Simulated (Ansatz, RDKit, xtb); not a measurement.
# C3H4BFN2: which of the isomers drawn lies lowest?, part 2 of 2

Which of a sample of isomers of C3H4BFN2 is the most stable in the gas at 298.15 K, and what are its properties? The sample is small against all isomers, and the most stable one of this formula need not be in it.

xtb, Ansatz and PySCF; isolated molecules. Earlier steps stand in the parts before.

## (7) Are they minima? Harmonic frequencies

The lowest few in one piece go on as finalists. In this search the thermal terms come from GFN2-xTB at its own nearest minimum. The first, c172a:

The input, start.xyz:

```xyz
11
c172a
C     -1.388492     0.198143     0.503176
C     -0.291312     0.254827    -0.303529
C     -0.859609     0.460034    -1.596743
B     -3.864627     0.368841     0.139228
F     -0.175681     0.578902    -2.708660
N     -2.507205     0.361713    -0.290664
N     -2.154664     0.523664    -1.597992
H     -4.057470     0.216611     1.318236
H     -4.727007     0.523149    -0.678945
H     -1.487084     0.055791     1.577233
H      0.759334     0.167319    -0.041247
```

The run is started by

```
$ xtb start.xyz --gfn 2 --ohess tight
```

What it wrote, shortened:

```text
* xtb version 6.7.1
[...]
          :  # basis functions                  32          :
[...]
          :  # electrons                        36          :
[...]
          :  Hamiltonian                  GFN2-xTB          :
[...]
          :  net charge                          0          :
          :  unpaired electrons                  0          :
[...]
   *** convergence criteria satisfied after 12 iterations ***
[...]
   *** GEOMETRY OPTIMIZATION CONVERGED AFTER 7 ITERATIONS ***
[...]
   *** convergence criteria satisfied after 3 iterations ***
[...]
         ::                     SUMMARY                     ::
         :::::::::::::::::::::::::::::::::::::::::::::::::::::
         :: total energy             -20.283099435474 Eh    ::
         :: gradient norm              0.000397940506 Eh/a0 ::
         :: HOMO-LUMO gap              3.390196608686 eV    ::
         ::.................................................::
         :: SCC energy               -20.509986882756 Eh    ::
         :: -> isotropic ES            0.035395852064 Eh    ::
         :: -> anisotropic ES          0.003826412162 Eh    ::
         :: -> anisotropic XC          0.007490966932 Eh    ::
         :: -> dispersion             -0.007059395310 Eh    ::
         :: repulsion energy           0.226887447282 Eh    ::
         :: add. restraining           0.000000000000 Eh    ::
         :: total charge               0.000000000000 e     ::
         :::::::::::::::::::::::::::::::::::::::::::::::::::::
[...]
        18        2.0000           -0.4140237             -11.2662 (HOMO)
        19                         -0.2894363              -7.8760 (LUMO)
[...]
molecular dipole:
                 x           y           z       tot (Debye)
 q only:       -0.312      -0.135       1.097
   full:        0.098      -0.193       1.369       3.523
molecular quadrupole (traceless):
[...]
          | TOTAL ENERGY              -20.283099435478 Eh   |
          | TOTAL ENTHALPY            -20.203715665204 Eh   |
          | TOTAL FREE ENERGY         -20.240024909294 Eh   |
          | GRADIENT NORM               0.000397616310 Eh/α |
[...]
```

Wall time 0.29 s (2 threads of Intel Xeon Platinum 8259CL at 2.50GHz (Skylake/Cascade Lake), shared host).

## (8) Zero-point energy and free-energy terms

As xtb prints them, at 298.15 K, with its own treatment of low modes:

| label | SMILES | spin | lowest mode (cm⁻¹) | zero-point (kcal/mol) | G − E (kcal/mol) |
| --- | --- | --- | --- | --- | --- |
| c172a | Bn1ccc(F)n1 | singlet | 164 | 45.5 | 27.0 |
| c997a | Bn1nccc1F | singlet | 169 | 45.5 | 27.0 |
| c536a | Bn1cc(F)cn1 | singlet | 156 | 45.4 | 26.9 |
| c102a | Bc1c[nH]nc1F | singlet | 185 | 45.2 | 26.4 |
| c486a | Bc1cc(F)n[nH]1 | singlet | 157 | 45.2 | 26.5 |
| c289a | Bc1cn[nH]c1F | singlet | 185 | 45.1 | 26.4 |

## (9) The final energy

Each finalist gets a single point at CCSD(T)/def2-SVP + MP2/def2-TZVPP - MP2/def2-SVP.

c172a, CCSD(T)/def2-SVP:

The input, input.yaml:

```yaml
crystal:
  periodic: [false, false, false]
  atoms:
    - symbol: C
      position_ang: [-1.388492, 0.198143, 0.503176]
    - symbol: C
      position_ang: [-0.291312, 0.254827, -0.303529]
    - symbol: C
      position_ang: [-0.859609, 0.460034, -1.596743]
    - symbol: B
      position_ang: [-3.864627, 0.368841, 0.139228]
    - symbol: F
      position_ang: [-0.175681, 0.578902, -2.708660]
    - symbol: "N"
      position_ang: [-2.507205, 0.361713, -0.290664]
    - symbol: N
      position_ang: [-2.154664, 0.523664, -1.597992]
    - symbol: H
      position_ang: [-4.057470, 0.216611, 1.318236]
    - symbol: H
      position_ang: [-4.727007, 0.523149, -0.678945]
    - symbol: H
      position_ang: [-1.487084, 0.055791, 1.577233]
    - symbol: H
      position_ang: [0.759334, 0.167319, -0.041247]
basis:
  gaussian: {orbitals: def2-SVP}
magnetization: {spin_polarized: false, initial_magnetization: 0}
correlation: {method: ccsd_t, frozen_orbitals: {B: 1, "N": 1, F: 1, C: 1, H: 0}}
```

The run is started by

```
$ ansatz run input.yaml --threads 2 --pin off --max-ram 5220MiB --events-out events.jsonl --progress --plain --runs-dir runs
```

What it wrote, shortened:

```text
Warning: RAYON_NUM_THREADS=2 ignored (pool sized by the plan → 2); use --threads N
Functional definition: HF
  name "HF"
[...]
1208 factors; integrals over basis functions are off by at most 1.4e-3 eV
[...]
mean field -9487.77707243 eV, -348.6693763655 hartree, gradient 6.9e-6 eV, S^2 0.000000; 0 other end points of the search recorded, 0 dependent functions left out
7 core orbitals not correlated: weight in the atoms' cores, before any rotation towards them, 1.000 or more for the frozen orbitals, at most 0.000 for the correlated occupied ones
reference -9487.77707243 eV, -348.6693763655 hartree; 18, 18 occupied and 93, 93 virtual orbitals, 1208 factors
second order -26.42953619 eV of doubles, -0.00000000 eV of singles
cycle   1  -26.46258605 eV  change   -3.3e-2 eV  update   1.3e-1
[...]
cycle  10  -27.35824968 eV  change   -3.5e-5 eV  update   2.7e-5
perturbative correction -1.01590333 eV, -0.0373337587 hartree
Total energy: -9516.15122544 eV, -349.7121072559 hartree
```

It took 18 s on 2 threads of Intel Xeon Platinum 8259CL at 2.50GHz (Skylake/Cascade Lake), shared host; peak memory 0.74 GiB.

## (10) c172a at MP2/def2-TZVPP

input.yaml: that of step 9 with these lines changed.

```diff
@@ -15,3 +15,3 @@
       position_ang: [-2.507205, 0.361713, -0.290664]
-    - symbol: N
+    - symbol: "N"
       position_ang: [-2.154664, 0.523664, -1.597992]
@@ -26,4 +26,3 @@
 basis:
-  gaussian: {orbitals: def2-SVP}
-magnetization: {spin_polarized: false, initial_magnetization: 0}
-correlation: {method: ccsd_t, frozen_orbitals: {B: 1, "N": 1, F: 1, C: 1, H: 0}}
+  gaussian: {orbitals: def2-TZVPP}
+correlation: {method: mp2, frozen_orbitals: {B: 1, "N": 1, F: 1, C: 1, H: 0}}
```

The run is started by

```
$ ansatz run input.yaml --threads 2 --pin off --max-ram 5220MiB --events-out events.jsonl --progress --plain --runs-dir runs
```

What it wrote:

```text
Warning: RAYON_NUM_THREADS=2 ignored (pool sized by the plan → 2); use --threads N
[... 2 set-up lines as earlier in the session ...]
  exchange = exact_x
  correlation = 0
1699 factors; integrals over basis functions are off by at most 1.3e-3 eV
mean field evaluation 1: about -9494.8684 eV, gradient 3.7e1 eV
mean field evaluation 2: about -9495.2741 eV, gradient 3.7e1 eV
mean field evaluation 4: about -9498.7685 eV, gradient 5.6e0 eV
mean field evaluation 8: about -9498.8561 eV, gradient 4.0e-1 eV
mean field evaluation 16: about -9498.8573 eV, gradient 1.6e-6 eV
mean field -9498.85725371 eV, -349.0765655171 hartree, gradient 1.6e-6 eV, S^2 0.000000; 0 other end points of the search recorded, 0 dependent functions left out
7 core orbitals not correlated: weight in the atoms' cores, before any rotation towards them, 1.000 or more for the frozen orbitals, at most 0.000 for the correlated occupied ones
reference -9498.85725371 eV, -349.0765655171 hartree; 18, 18 occupied and 248, 248 virtual orbitals, 1699 factors
second order -32.87691163 eV of doubles, -0.00000000 eV of singles
Total energy: -9531.73416534 eV, -350.2847697346 hartree
```

Wall time 9.6 s (2 threads of Intel Xeon Platinum 8259CL at 2.50GHz (Skylake/Cascade Lake), shared host); peak memory 0.78 GiB.

## (11) c997a at CCSD(T)/def2-SVP

The input, input.yaml:

```yaml
crystal:
  periodic: [false, false, false]
  atoms:
    - {symbol: C, position_ang: [-0.297649, 0.607219, 0.126525]}
    - {symbol: C, position_ang: [-0.627556, 0.742920, -1.258137]}
    - {symbol: C, position_ang: [-1.958896, 0.466093, -1.274699]}
    - {symbol: B, position_ang: [-3.701090, -0.153180, 0.440254]}
    - {symbol: F, position_ang: [-2.807123, 0.435415, -2.268790]}
    - {symbol: "N", position_ang: [-2.386230, 0.187107, 0.004589]}
    - {symbol: N, position_ang: [-1.325750, 0.282162, 0.865549]}
    - {symbol: H, position_ang: [-3.863697, -0.360376, 1.609295]}
    - {symbol: H, position_ang: [-4.563977, -0.210783, -0.393763]}
    - {symbol: H, position_ang: [0.681035, 0.744193, 0.588306]}
    - {symbol: H, position_ang: [0.010795, 1.001064, -2.098073]}
basis:
  gaussian:
    orbitals: def2-SVP
correlation:
  method: ccsd_t
  frozen_orbitals: {B: 1, "N": 1, F: 1, C: 1, H: 0}
```

The run is started by

```
$ ansatz run input.yaml --threads 2 --pin off --max-ram 5220MiB --events-out events.jsonl --progress --plain --runs-dir runs
```

What it wrote, shortened:

```text
Warning: RAYON_NUM_THREADS=2 ignored (pool sized by the plan → 2); use --threads N
[... 2 set-up lines as earlier in the session ...]
[...]
1206 factors; integrals over basis functions are off by at most 1.4e-3 eV
[...]
mean field -9487.58756872 eV, -348.6624122325 hartree, gradient 6.4e-6 eV, S^2 0.000000; 0 other end points of the search recorded, 0 dependent functions left out; unrestricted orbitals would lower it
7 core orbitals not correlated: weight in the atoms' cores, before any rotation towards them, 1.000 or more for the frozen orbitals, at most 0.000 for the correlated occupied ones
reference -9487.58756872 eV, -348.6624122325 hartree; 18, 18 occupied and 93, 93 virtual orbitals, 1206 factors
second order -26.44324770 eV of doubles, -0.00000000 eV of singles
cycle   1  -26.47771017 eV  change   -3.4e-2 eV  update   1.3e-1
[...]
cycle  10  -27.37612813 eV  change   -3.0e-6 eV  update   2.2e-5
perturbative correction -1.01810606 eV, -0.0374147076 hartree
Total energy: -9515.98180291 eV, -349.7058810927 hartree
```

Run time: 19 s. Hardware: 2 threads of Intel Xeon Platinum 8259CL at 2.50GHz (Skylake/Cascade Lake), shared host; peak memory 0.75 GiB.

For c997a, c536a, c486a the log finds that unrestricted Hartree-Fock orbitals lie lower, a sign to watch the closed-shell reference there.

## (12) Putting it together

Energies in kcal/mol from c172a; G adds the thermal terms to the CCSD(T)/def2-SVP + MP2/def2-TZVPP - MP2/def2-SVP energy. The columns left of the relaxed level are at the tight-binding geometries.

| label | SMILES | spin | GFN2-xTB | HF/STO-3G | r2SCAN-D4/def2-SVP | PBE0-D3(BJ)/def2-SVP | HF/def2-SVP | MP2/def2-SVP | CCSD(T)/def2-SVP + MP2/def2-TZVPP - MP2/def2-SVP | G | share at equilibrium | T1 |
| --- | --- | --- | --- | --- | --- | --- | --- | --- | --- | --- | --- | --- |
| c172a | Bn1ccc(F)n1 | singlet | 0.0 | 0.0 | 0.0 | 0.0 | 0.0 | 0.0 | 0.0 | 0.0 | 99.9 % | 0.014 |
| c997a | Bn1nccc1F | singlet | 1.7 | 0.5 | 4.0 | 4.1 | 4.4 | 4.1 | 4.6 | 4.5 | 0.1 % | 0.013 |
| c536a | Bn1cc(F)cn1 | singlet | 2.8 | 3.7 | 6.8 | 6.6 | 8.1 | 6.4 | 6.4 | 6.3 | < 0.1 % | 0.013 |
| c102a | Bc1c[nH]nc1F | singlet | 21.2 | 23.4 | 13.6 | 13.6 | 15.3 | 15.3 | 16.3 | 15.7 | < 0.1 % | 0.014 |
| c486a | Bc1cc(F)n[nH]1 | singlet | 19.9 | 25.0 | 14.0 | 14.5 | 19.9 | 15.6 | 17.4 | 16.9 | < 0.1 % | 0.013 |
| c289a | Bc1cn[nH]c1F | singlet | 22.3 | 23.0 | 16.9 | 16.7 | 18.4 | 18.4 | 19.5 | 18.8 | < 0.1 % | 0.013 |

Lowest found: c172a, `Bn1ccc(F)n1`, a singlet. Bond lengths: C1–C2 1.363 Å, C2–C3 1.427 Å, C3–F5 1.311 Å, C1–N6 1.381 Å, B4–N6 1.424 Å, C3–N7 1.297 Å, N6–N7 1.364 Å, B4–H8 1.204 Å, B4–H9 1.199 Å, C1–H10 1.088 Å, C2–H11 1.086 Å. Some angles: C1–C2–C3 102.8°, C2–C1–N6 107.9°, C2–C3–F5 125.0°, C2–C3–N7 113.9°, F5–C3–N7 121.1°, C1–N6–B4 126.8°, C1–N6–N7 110.8°, B4–N6–N7 122.4°, C3–N7–N6 104.6°, C1–C2–H11 129.2°.

```xyz
11

C    -1.3885    0.1981    0.5032
C    -0.2913    0.2548   -0.3035
C    -0.8596    0.4600   -1.5967
B    -3.8646    0.3688    0.1392
F    -0.1757    0.5789   -2.7087
N    -2.5072    0.3617   -0.2907
N    -2.1547    0.5237   -1.5980
H    -4.0575    0.2166    1.3182
H    -4.7270    0.5231   -0.6789
H    -1.4871    0.0558    1.5772
H     0.7593    0.1673   -0.0412
```

## (13) Results

The summary covers parts 1 to 2.

| quantity | value |
| --- | --- |
| lowest structure found | Bn1ccc(F)n1, singlet |
| next finalist | Bn1nccc1F, singlet, 4.5 kcal/mol higher in G |
| share at equilibrium, among the finalists | 99.9 % |
| funnel | 9 starts, 9 minima at GFN2-xTB, 12 screening runs, 6 relaxed, 6 ranked |
| CPU time of all runs | 11 min |

What this shows: `Bn1ccc(F)n1` comes out lowest. The margin of 4.5 kcal/mol over the next finalist is beyond the usual error of the last level; it says nothing of structures that weren't ranked. GFN2-xTB, HF/STO-3G, r2SCAN-D4/def2-SVP, PBE0-D3(BJ)/def2-SVP, HF/def2-SVP and MP2/def2-SVP already put its bonding pattern lowest among the structures in one piece. The largest share of the time went into the final energies (52 %). Lowest found is not proven lowest: the search is finite, and each finalist counts with one conformer. Only 9 drawn patterns were tried, so whole families of isomers are missing, and the result ranks this sample alone. The lowest isomer need not be the one that is made and kept in a bottle, which depends on barriers.
